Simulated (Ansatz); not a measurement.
# KMgF3: the cell at several levels of theory

An exercise on one series of results from a longer session: the logs are not shown, and one member is left open.

The runs shown are made with Ansatz 0.2.0. PAW datasets, plane waves, zero pressure. Spin-unpolarised throughout; all numbers are computed.

## The system as given

The symmetry is Pm-3m (No. 221, cubic); conventional cell a = 3.986 Å, 12.67 Å³ an atom. Around K lie 12 F at 2.82 Å; around Mg lie 6 F at 1.99 Å; around F lie 2 Mg at 1.99 Å and 4 K at 2.82 Å.

The structure in full:

```cif
data_structure
_symmetry_space_group_name_H-M 'Pm-3m'
_symmetry_Int_Tables_number 221
_cell_length_a 3.9859
_cell_length_b 3.9859
_cell_length_c 3.9859
_cell_angle_alpha 90.000
_cell_angle_beta 90.000
_cell_angle_gamma 90.000
_cell_volume 63.33
loop_
_atom_site_label
_atom_site_type_symbol
_atom_site_symmetry_multiplicity
_atom_site_Wyckoff_symbol
_atom_site_fract_x
_atom_site_fract_y
_atom_site_fract_z
_atom_site_occupancy
K1 K 1 b 0.50000 0.50000 0.50000 1
Mg1 Mg 1 a 0.00000 0.00000 0.00000 1
F1 F 3 d 0.50000 0.00000 0.00000 1
```

The first run:

Contents of input.yaml:

```yaml
crystal:
  lattice:
    - [3.9859, 0.0, 0.0]
    - [0.0, 3.9859, 0.0]
    - [0.0, 0.0, 3.9859]
  atoms:
    - { symbol: K, position: [0.5, 0.5, 0.5] }
    - { symbol: Mg, position: [0.0, 0.0, 0.0] }
    - { symbol: F, position: [0.5, 0.0, 0.0] }
    - { symbol: F, position: [0.0, 0.5, 0.0] }
    - { symbol: F, position: [0.0, 0.0, 0.5] }
kpoints:
  mp_grid: { grid: [6, 6, 6] }
hamiltonian:
  xc: pbe
scf:
  occupations: { method: fermi_dirac, width: 0.02 }
relax:
  f_tol: 0.005
  cell: {}
output:
  write_density: true
  write_potential: true
  elf: true
  volumetric_format: npy
```

Command:

```
$ ansatz run input.yaml --threads 4 --pin off --max-ram 9216MiB --backend cpu --events-out ev --progress --plain --runs-dir out
```

Among the steps run: Relaxation with PBE; Relaxing with r2SCAN; Relaxing with PBEsol; LDA: cell and atoms.

One of the session's tables, all rows but one given; the rest of the session is left out.

```
 level  a (Å)  volume (Å³/atom)
   PBE  4.054            13.327
r2SCAN  3.980            12.611
PBEsol      ?                 ?
   LDA  3.908            11.940
```

**Question.** Estimate the row for PBEsol.

The run gave: a (Å): 3.992; volume (Å³/atom): 12.720. In the column «a (Å)» it lies between r2SCAN (3.980) and PBE (4.054).

The volume runs from LDA (least) to PBE (most), a spread of 11.6 %, or 3.7 % in length if all axes shared it alike.
